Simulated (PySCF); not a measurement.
# [Bi(CO)]3+: a change of charge

How does [Bi(CO)]3+ respond at fixed geometry? The runs cover a change of charge. The structure is generated, not taken from experiment.

The runs use PySCF 2.14.0; PBE0, Bi def2-SVP with ECP60, C def2-SVP, O def2-SVP; scalar-relativistic core potentials, no spin–orbit coupling.

2 further runs of the same task are left out: 2 set aside as unsound or not needed.

## 1. Starting geometry

3 atoms, charge 3, spin multiplicity 1.

Bond lengths: Bi1–C2 2.505 Å, C2–O3 1.110 Å. Angles: Bi1–C2–O3 180.0°.

As a file:

```xyz
3
CBiO
Bi    0.0000    0.0000   -0.5129
C     0.0000    0.0000    1.9918
O     0.0000    0.0000    3.1019
```

Formal oxidation states: Bi +3. An earlier session relaxed this geometry at PBE0, Bi def2-SVP with ECP60, C def2-SVP, O def2-SVP (singlet, point group C∞v).

Its energy there is -326.089666 Eh.

## 2. One electron removed, multiplicity 2

The input, run.py (the lines that set the calculation):

```python
mol = gto.M(atom='''
Bi     0.00000     0.00000    -0.51289
C      0.00000     0.00000     1.99185
O      0.00000     0.00000     3.10193''',
    basis={'Bi': 'def2-SVP', 'C': 'def2-SVP', 'O': 'def2-SVP'},
    ecp={'Bi': 'def2-SVP'},
    charge=4, spin=1)
mf = dft.UKS(mol, xc='PBE0')
mf.grids.atom_grid = (50, 194)
mf = mf.density_fit()  # fitting sets: Bi def2-universal-JKFIT, C def2-universal-JKFIT, O def2-universal-JKFIT
mf.conv_tol = 1e-08; mf.max_cycle = 55
mf.kernel(dm0)  # dm0: the density of the relaxed state
```

On the command line:

```console
OMP_NUM_THREADS=2 python run.py
```

What it wrote:

```text
init E= -326.09964197161
cycle= 1 E= -324.769533440564  delta_E= 1.33  |g|= 0.389  |ddm|= 0.575
  HOMO = -1.48527206541  LUMO = -1.47515176  gap/eV = 0.27539
cycle= 2 E= -324.421661347442  delta_E= 0.348  |g|= 0.947  |ddm|= 1.58
  HOMO = -1.45499712706  LUMO = -1.40589204982  gap/eV = 1.33622
cycle= 3 E= -324.836579890508  delta_E= -0.415  |g|= 0.249  |ddm|= 1.58
  HOMO = -1.4117441389  LUMO = -1.35103483553  gap/eV = 1.65198
cycle= 4 E= -324.86287440612  delta_E= -0.0263  |g|= 0.0597  |ddm|= 0.214
  HOMO = -1.43215400113  LUMO = -1.33964166863  gap/eV = 2.51739
cycle= 5 E= -324.865773629841  delta_E= -0.0029  |g|= 0.011  |ddm|= 0.0965
  HOMO = -1.43745788621  LUMO = -1.33529146994  gap/eV = 2.78009
cycle= 6 E= -324.86589698503  delta_E= -0.000123  |g|= 0.00363  |ddm|= 0.0193
  HOMO = -1.43830150084  LUMO = -1.33440823812  gap/eV = 2.82708
cycle= 7 E= -324.865921918538  delta_E= -2.49e-05  |g|= 0.00128  |ddm|= 0.00836
  HOMO = -1.43848073819  LUMO = -1.3343758873  gap/eV = 2.83284
cycle= 8 E= -324.865926750135  delta_E= -4.83e-06  |g|= 0.000446  |ddm|= 0.00412
  HOMO = -1.43853482358  LUMO = -1.33441853554  gap/eV = 2.83315
cycle= 9 E= -324.865927369699  delta_E= -6.2e-07  |g|= 0.000109  |ddm|= 0.00158
  HOMO = -1.43852938394  LUMO = -1.33439869565  gap/eV = 2.83354
cycle= 10 E= -324.865927399218  delta_E= -2.95e-08  |g|= 1.84e-05  |ddm|= 0.000354
  HOMO = -1.4385243648  LUMO = -1.33439378212  gap/eV = 2.83354
cycle= 11 E= -324.865927399842  delta_E= -6.24e-10  |g|= 3.77e-06  |ddm|= 6.08e-05
  HOMO = -1.4385257369  LUMO = -1.33439572089  gap/eV = 2.83352
Extra cycle  E= -324.865927399858  delta_E= -1.6e-11  |g|= 1.95e-06  |ddm|= 1.26e-05
converged SCF energy = -324.865927399858  <S^2> = 0.75248941  2S+1 = 2.0024879
```

Wall time 0.6 s (2 threads of Arm Neoverse V2, shared host).

Result: E = -324.865927 Eh (+33.300 eV from the relaxed state), HOMO -39.14 eV, LUMO -36.31 eV (over both spins), ⟨S²⟩ = 0.752, Mulliken charge on Bi1 +2.80 e. 

## 3. The states side by side

| state | energy from the relaxed state (eV) | ⟨S²⟩ | time |
| --- | --- | --- | --- |
| charge +3, singlet, vacuum (relaxed) | 0 | 0.00 |  |
| charge +4, doublet, vacuum | 33.30 | 0.75 | 0.6 s |

An electron taken off or put on is at rest in vacuum. 

Removing an electron vertically costs 33.30 eV (doublet). The bases are small and lack diffuse functions. Spin–orbit coupling is left out.
